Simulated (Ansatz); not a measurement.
# Ta4H: the cost of one run

Program: Ansatz 0.2.0. Level of theory: DFT PBEsol, scalar-relativistic, plane waves, PAW. These are calculated values, not measurements.

4 further runs of the same task are left out: 2 that didn't finish, 2 set aside as unsound or not needed. Runs told in other sessions of the task aren't counted.

### 1 The structure to begin with

Symmetry: P4mm, No. 99, tetragonal system. The conventional cell has a = 2.953 Å, b = 2.953 Å, c = 23.263 Å, α = 90.00°, β = 90.00°, γ = 90.00°. Ta (site symmetry 4mm) is surrounded by 8 Ta at 2.95 Å. Ta (site symmetry 4mm) has 12 Ta at 2.95 to 3.04 Å in its first shell of neighbours. Around Ta (site symmetry 4mm) lie 12 Ta at 2.89 to 3.04 Å. Ta (site symmetry 4mm) is surrounded by 8 Ta at 2.89 to 2.95 Å.

As a file:

```
CELL_PARAMETERS angstrom
2.95259 0.00000 0.00000
0.00000 2.95259 0.00000
0.00000 0.00000 23.26339
ATOMIC_POSITIONS crystal
Ta 0.50000 0.50000 0.36538
Ta 0.00000 0.00000 0.45513
Ta 0.50000 0.50000 0.55011
Ta 0.00000 0.00000 0.63623
```

Planes are indexed in the bulk's conventional cell (Fm-3m (No. 225)), a = 4.176 Å, b = 4.176 Å, c = 4.176 Å, α = 90.00°, β = 90.00°, γ = 90.00°.

This (100) slab, 6.3 Å thick as cut, with 17 Å of vacuum; its outer planes are Ta (top) and Ta (bottom), was relaxed beforehand with its lower half held: -39222.1039 eV, work function 4.53 eV (top face), 4.63 eV (bottom face).

### 2 H at the top (Ta) site

The input, input.yaml:

```yaml
crystal:
  lattice:
    - [2.952588334, 0.0, 0.0]
    - [0.0, 2.952588334, 0.0]
    - [0.0, 0.0, 25.2633856992]
  atoms:
    - { symbol: Ta, position: [0.5, 0.5, 0.3364552994] }
    - { symbol: Ta, position: [0.0, 0.0, 0.4190964489] }
    - { symbol: Ta, position: [0.5, 0.5, 0.5065613043] }
    - { symbol: Ta, position: [0.0, 0.0, 0.5858641316] }
    - { symbol: H, position: [0.0, 0.0, 0.665821744] }
basis:
  ecutwfc: 420
kpoints:
  mp_grid: { grid: [10, 10, 1] }
hamiltonian:
  xc: pbesol
scf:
  occupations: { method: gaussian, width: 0.1 }
output:
  forces: true
  eigenvalues: true
  write_density: true
  write_potential: true
  elf: true
  volumetric_format: npy
relax:
  adjacent_minimum: "off"
  f_tol: 0.03
  max_steps: 70
  constraints: [{ sites: [0, 1] }]
efield:
  axis: 3
  dipole_correction: true
  ramp_width: 0.04
```

Launch:

```console
$ ansatz run input.yaml --threads 2 --pin off --max-ram 5120MiB --backend cpu --events-out ev --progress --plain --runs-dir out
```

Q: Estimate wall time and peak memory on 2 threads of Arm Neoverse V2, shared host.

About 34 s, with a peak of 0.46 GiB.
